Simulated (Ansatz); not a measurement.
# C2H8O2Si: one species, many methods

Aim: compute C2H8O2Si with functionals from several rungs and with coupled cluster. The yardstick is the atomisation energy at the CCSD(T) limit.

The runs use Ansatz 0.2.0, Gaussian basis; functionals in def2-TZVPP, the program's frozen cores in correlated methods.

Plan: LDA (SPW92), PBE-D4, revPBE-D4, BLYP-D4, r2SCAN-D4, B97M-V, PBE0-D4, B3LYP-D4, r2SCANh-D4, r2SCAN0-D4, HSE06-D4, BHLYP-D4, CAM-B3LYP-D4, LC-ωPBE, ωB97X-V, ωB97M-V, B2PLYP, PBE-QIDH; CCSD(T)/def2-SVP; CCSD(T)/def2-TZVPP; MP2/def2-QZVPP; extrapolation to the limit; RPA on PBE.

### Step 1. Structure used throughout

An earlier PBE0-D4 in a triple-zeta def2 set relaxation fixed the geometry.

SMILES `COC[SiH2]O`, 13 atoms, charge 0, spin multiplicity 1.

Atoms are counted from 1 here; the program's logs count them from 0.

Bond lengths: C1–O2 1.404 Å, C1–H6 1.099 Å, C1–H7 1.098 Å, C1–H8 1.090 Å, O2–C3 1.422 Å, C3–Si4 1.898 Å, C3–H9 1.094 Å, C3–H10 1.100 Å, Si4–O5 1.647 Å, Si4–H11 1.490 Å, Si4–H12 1.486 Å, O5–H13 0.962 Å. Angles: O2–C1–H6 112.2°, O2–C1–H7 111.2°, O2–C1–H8 107.4°, H6–C1–H7 108.2°, H6–C1–H8 108.8°, H7–C1–H8 109.0°, C1–O2–C3 112.8°, O2–C3–Si4 110.5°, O2–C3–H9 106.1°, O2–C3–H10 110.9°, Si4–C3–H9 108.6°, Si4–C3–H10 113.4°, H9–C3–H10 106.9°, C3–Si4–O5 106.1°, C3–Si4–H11 112.1°, C3–Si4–H12 110.4°, O5–Si4–H11 110.5°, O5–Si4–H12 109.7° and more.

Geometry (Å):

```mol
C2H8O2Si
  3D, bonds by distance, orders not assigned

 13 12  0  0  0  0  0  0  0  0999 V2000
   -1.2753   -0.8302    0.9317 C   0  0
   -0.3255    0.1671    1.2028 O   0  0
    0.9138   -0.0593    0.5427 C   0  0
    0.8096    0.4818   -1.2740 Si  0  0
   -0.1155    1.8448   -1.2917 O   0  0
   -1.5112   -0.8995   -0.1391 H   0  0
   -0.9238   -1.8145    1.2692 H   0  0
   -2.1836   -0.5717    1.4762 H   0  0
    1.6495    0.5701    1.0530 H   0  0
    1.2423   -1.1009    0.6698 H   0  0
    0.2046   -0.5698   -2.1384 H   0  0
    2.1646    0.7883   -1.8011 H   0  0
   -0.6290    1.9588   -0.4865 H   0  0
  1  2  8  0
  2  3  8  0
  3  4  8  0
  4  5  8  0
  1  6  8  0
  1  7  8  0
  1  8  8  0
  3  9  8  0
  3 10  8  0
  4 11  8  0
  4 12  8  0
  5 13  8  0
M  END
```

### Step 2. LDA

This LDA is Slater exchange with PW92 correlation.

Input file in.yaml:

```yaml
crystal:
  periodic: [false, false, false]
  atoms:
    - {symbol: C, position_ang: [-1.275265, -0.830192, 0.931712]}
    - {symbol: O, position_ang: [-0.325472, 0.167143, 1.202808]}
    - {symbol: C, position_ang: [0.913849, -0.059254, 0.542659]}
    - {symbol: Si, position_ang: [0.809645, 0.481835, -1.274023]}
    - {symbol: O, position_ang: [-0.115535, 1.844803, -1.291679]}
    - {symbol: H, position_ang: [-1.511156, -0.899471, -0.139137]}
    - {symbol: H, position_ang: [-0.923803, -1.814493, 1.269239]}
    - {symbol: H, position_ang: [-2.183642, -0.571697, 1.476183]}
    - {symbol: H, position_ang: [1.649477, 0.570123, 1.052959]}
    - {symbol: H, position_ang: [1.242307, -1.100881, 0.669821]}
    - {symbol: H, position_ang: [0.204609, -0.569819, -2.138374]}
    - {symbol: H, position_ang: [2.164578, 0.788253, -1.801070]}
    - {symbol: H, position_ang: [-0.628992, 1.958850, -0.486497]}
basis:
  gaussian: {orbitals: def2-TZVPP}
hamiltonian: {xc: lda}
output: {orbitals: {seedname: orbitals}}
```

Command:

```console
$ ansatz run in.yaml --threads 4 --pin off --events-out ev --progress --plain --max-ram 10444MiB
```

The runs that follow: PBE-D4 (GGA); revPBE-D4 (GGA); BLYP-D4 (GGA); r2SCAN-D4 (meta-GGA); B97M-V (meta-GGA); B3LYP-D4 (hybrid); r2SCANh-D4 (hybrid); r2SCAN0-D4 (hybrid); HSE06-D4 (hybrid); BHLYP-D4 (hybrid); CAM-B3LYP-D4 (range-separated); LC-ωPBE (range-separated); ωB97X-V (range-separated); ωB97M-V (range-separated); B2PLYP (double hybrid); PBE-QIDH (double hybrid); CCSD(T) in def2-SVP; CCSD(T) in def2-TZVPP; MP2 in def2-QZVPP; RPA on PBE orbitals.

**Question.** What will the summary of the whole plan be? Wanted: atomisation energy, CCSD(T)/CBS; farthest beyond LDA; mean size of error, GGA; mean size of error, meta-GGA; mean size of error, hybrid; mean size of error, range-separated; mean size of error, double hybrid; gap, smallest and largest; T1 diagnostic.

As calculated:

| quantity | value |
| --- | --- |
| atomisation energy, CCSD(T)/CBS | 4790.3 kJ/mol |
| functionals within 24.0 kJ/mol (0.5 %) | r2SCAN-D4, B97M-V, B3LYP-D4, CAM-B3LYP-D4, ωB97X-V, ωB97M-V |
| farthest beyond LDA | BHLYP-D4 (-153.9 kJ/mol) |
| mean size of error, GGA | 46.2 kJ/mol |
| mean size of error, meta-GGA | 10.8 kJ/mol |
| mean size of error, hybrid | 58.3 kJ/mol |
| mean size of error, range-separated | 14.1 kJ/mol |
| mean size of error, double hybrid | 62.2 kJ/mol |
| gap, smallest and largest | 5.01 eV (LDA (SPW92)), 12.42 eV (LC-ωPBE) |
| T1 diagnostic | 0.0112 |
| triples share of the correlation energy | 3.5 % |

The LDA atomisation energy is off by 673.1 kJ/mol (14 %): it overbinds. PBE-D4 misses by +52.8 kJ/mol. Double hybrids carry the basis error of their MP2 part in triple zeta, and no dispersion term here, so their miss is partly the set-up's. The rungs meta-GGA, range-separated miss on average by less than the doubt on the reference (24.0 kJ/mol), so they tie. Misses under about 24.0 kJ/mol are within the doubt on the reference itself, which lacks core-valence correlation, relativity and higher excitations. Hartree-Fock recovers 72 % of the binding; the rest is correlation. CCSD(T) in def2-SVP is off by -291.7 kJ/mol, which most functionals beat. Orbital gaps span 5.0 to 12.4 eV; exact exchange widens them.
